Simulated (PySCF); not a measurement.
# The bond of RbS, level by level

The task here is to estimate one member of a computed series from the others.

Computed with PySCF 2.14.0. Level: Rb x2c-TZVPPall, S x2c-TZVPPall, spin-free X2C with a Gaussian nucleus.

The first run:

The job is set up so:

| Property | Result |
| --- | --- |
| atoms | Rb, S |
| charge | 0 |
| basis | Rb x2c-TZVPPall, S x2c-TZVPPall |
| Hamiltonian | spin-free X2C with a Gaussian nucleus |
| basis functions | 121 |
| electrons treated | 53 |
| masses in u | 84.9118, 31.9721 |
| levels | PBE0, PBE, r²SCAN, BLYP, MN15, M06, r²SCAN0, LC-ωPBE, HF, MP2, SCS-MP2 |
| grid | 80 radial by 434 angular points |
| occupations | held fixed by the projection of orbital angular momentum |
| dissociation limit | Rb + S, each in its ground configuration |
| starting distance in angstrom | 3.045 |
| values of 2S to try | 1, 3 |

On the command line:

```
$ OMP_NUM_THREADS=2 python dia.py task.json out
```

Steps of the session up to this table: The job; First curve: PBE0; Higher solutions at PBE0; PBE (GGA); r²SCAN (meta-GGA); BLYP (GGA); MN15 (hybrid meta-GGA); M06 (hybrid meta-GGA); r²SCAN0 (hybrid meta-GGA); LC-ωPBE (range-separated hybrid); UHF.

One of the session's tables, all rows but one given; the rest of the session is left out.

It belongs to the step «Constants by level of theory». 

| level | Re (Å) | ωe (cm⁻¹) | De (eV) | μ (D) |
| --- | --- | --- | --- | --- |
| UHF | 3.018 | 206.9 | 1.61 | -11.46 |
| UHF-MP2 | 2.925 | 221.5 | 2.51 | n/a |
| UHF-SCS-MP2 | 2.942 | 218.3 | 2.52 | n/a |
| PBE | 2.935 | 210.6 | 2.72 | -9.55 |
| BLYP | 2.975 | 202.6 | 2.60 | -9.53 |
| r²SCAN | 2.946 | 213.7 | 2.85 | -10.36 |
| PBE0 | 2.927 | 216.8 | 2.67 | -10.17 |
| r²SCAN0 | ? | ? | ? | ? |
| M06 | 2.946 | 215.0 | 3.01 | -10.26 |
| MN15 | 2.934 | 213.6 | 2.85 | -10.57 |
| LC-ωPBE | 2.927 | 220.9 | 2.77 | -10.76 |

**Question.** Estimate the row for r²SCAN0.

**Answer.** Re (Å): 2.939; ωe (cm⁻¹): 217.1; De (eV): 2.75; μ (D): -10.57. In the column «Re (Å)» it lies between PBE (2.935) and UHF-SCS-MP2 (2.942).

De is counted to Rb + S in their ground configurations.
